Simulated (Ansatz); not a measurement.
**RPA@wPBEh/def2-SVP (core potential) run of CH5In (SMILES [CH3][InH2])**

What is the vertical electron affinity of CH5In at RPA@wPBEh/def2-SVP (core potential)? 

The calculation is run with Ansatz 0.2.0.

2 further runs of the same task are left out: 2 for a known fault of the program.

## 1. Starting point

CH5In has 7 atoms, charge 0, and is taken as a singlet. As SMILES, `[CH3][InH2]`. The coordinates come from a PBE0-D4/def2-TZVP relaxation.

Bond lengths: C1–In2 2.153 Å, C1–H3 1.090 Å, C1–H4 1.093 Å, C1–H5 1.091 Å, In2–H6 1.730 Å, In2–H7 1.731 Å. Angles: C1–In2–H6 120.8°, C1–In2–H7 120.0°, In2–C1–H3 111.6°, In2–C1–H4 109.1°, In2–C1–H5 110.7°, H6–In2–H7 119.3°, H3–C1–H4 108.3°, H3–C1–H5 109.4°, H4–C1–H5 107.6°.

## 2. The energy at RPA@wPBEh/def2-SVP (core potential)

in.yaml

```yaml
crystal:
  periodic: [false, false, false]
  atoms:
    - {symbol: C, position_ang: [-0.528500, -0.700600, -0.498600]}
    - {symbol: In, position_ang: [0.594300, 0.783800, 0.584000]}
    - {symbol: H, position_ang: [-1.415600, -1.012400, 0.052500]}
    - {symbol: H, position_ang: [-0.848300, -0.280000, -1.455900]}
    - {symbol: H, position_ang: [0.091200, -1.573000, -0.712000]}
    - {symbol: H, position_ang: [-0.133500, 1.677000, 1.874900]}
    - {symbol: H, position_ang: [2.240400, 1.105200, 0.155100]}
basis:
  gaussian:
    orbitals: def2-SVP
hamiltonian:
  xc: {name: wPBEh}
correlation:
  method: rpa
accuracy: high
```

Launch:

```bash
$ ansatz run in.yaml --threads 1 --pin off --max-ram 2610MiB --events-out events.jsonl --progress --plain --runs-dir runs
```

Log:

```text
Warning: RAYON_NUM_THREADS=1 ignored (pool sized by the plan → 1); use --threads N
Functional definition: wPBEh
  name "wPBEh"
  parameter a = 0.25
  parameter omega = 0.11/bohr
  exchange = wpbe_x - a*pbe_x_sr(omega) + a*exact_x_sr(omega)
  correlation = pbe_c
1610 factors; integrals over basis functions are off by at most 2.9e-9 eV
99 factors; integrals over basis functions are off by at most 7.3e-10 eV
mean field evaluation 1: about -6283.2881 eV, gradient 4.7e1 eV
mean field evaluation 2: about -6283.2850 eV, gradient 4.7e1 eV
mean field evaluation 4: about -6288.9474 eV, gradient 5.4e0 eV
mean field evaluation 8: about -6289.0701 eV, gradient 4.5e-2 eV
mean field evaluation 16: about -6289.0701 eV, gradient 1.4e-6 eV
mean field -6289.07006451 eV, -231.1190619859 hartree, gradient 4.8e-9 eV, S^2 0.000000; 0 other end points of the search recorded, 0 dependent functions left out
5 core orbitals not correlated: weight in the atoms' cores, before any rotation towards them, 1.000 or more for the frozen orbitals, at most 0.000 for the correlated occupied ones
reference -6255.90874092 eV, -229.9004058217 hartree; 11, 11 occupied and 49, 49 virtual orbitals, 1610 factors
Total energy: -6267.30280963 eV, -230.3191301236 hartree
```

Wall time 8.7 s (1 thread of Arm Neoverse V2, shared host); peak memory 0.3 GiB.

## 3. The doublet anion

Edit in.yaml of step 2 so:

```diff
@@ -13,2 +13,6 @@
     orbitals: def2-SVP
+total_charge: -1
+magnetization:
+  spin_polarized: true
+  initial_magnetization: 1
 hamiltonian:
```

Launch:

```bash
$ ansatz run in.yaml --threads 1 --pin off --max-ram 2610MiB --events-out events.jsonl --progress --plain --runs-dir runs
```

Log (excerpt; [...] marks lines left out):

```text
Warning: RAYON_NUM_THREADS=1 ignored (pool sized by the plan → 1); use --threads N
[... 2 set-up lines as earlier in the session ...]
[...]
1612 factors; integrals over basis functions are off by at most 2.8e-9 eV
99 factors; integrals over basis functions are off by at most 7.3e-10 eV
[...]
mean field -6288.98126908 eV, -231.1157988142 hartree, gradient 4.0e-8 eV, S^2 0.753470; 0 other end points of the search recorded, 0 dependent functions left out
5 core orbitals not correlated: weight in the atoms' cores, before any rotation towards them, 1.000 or more for the frozen orbitals, at most 0.000 for the correlated occupied ones
reference -6255.23417758 eV, -229.8756160762 hartree; 12, 11 occupied and 48, 49 virtual orbitals, 1612 factors
Total energy: -6267.09509612 eV, -230.3114967929 hartree
```

Run time: 17 s. Hardware: 1 thread of Arm Neoverse V2, shared host; peak memory 0.31 GiB.

## 4. Results

At RPA@wPBEh/def2-SVP (core potential), 5 core orbitals frozen:

| quantity | value |
| --- | --- |
| singlet CH5In: total energy | -230.31913 Eh |
| singlet CH5In: RPA correlation energy (valence) | -418.7 mEh |
| doublet anion: total energy | -230.31150 Eh |
| doublet anion: RPA correlation energy (valence) | -435.9 mEh |
| doublet anion: ⟨S²⟩ of the reference determinant | 0.753 |
| vertical electron affinity (to the doublet anion) | -0.208 eV |

What this shows: The anion lies 0.21 eV (4.8 kcal/mol) above the neutral: the electron isn't bound at this level, and such a value depends on the basis. Without diffuse functions anions come out too high.
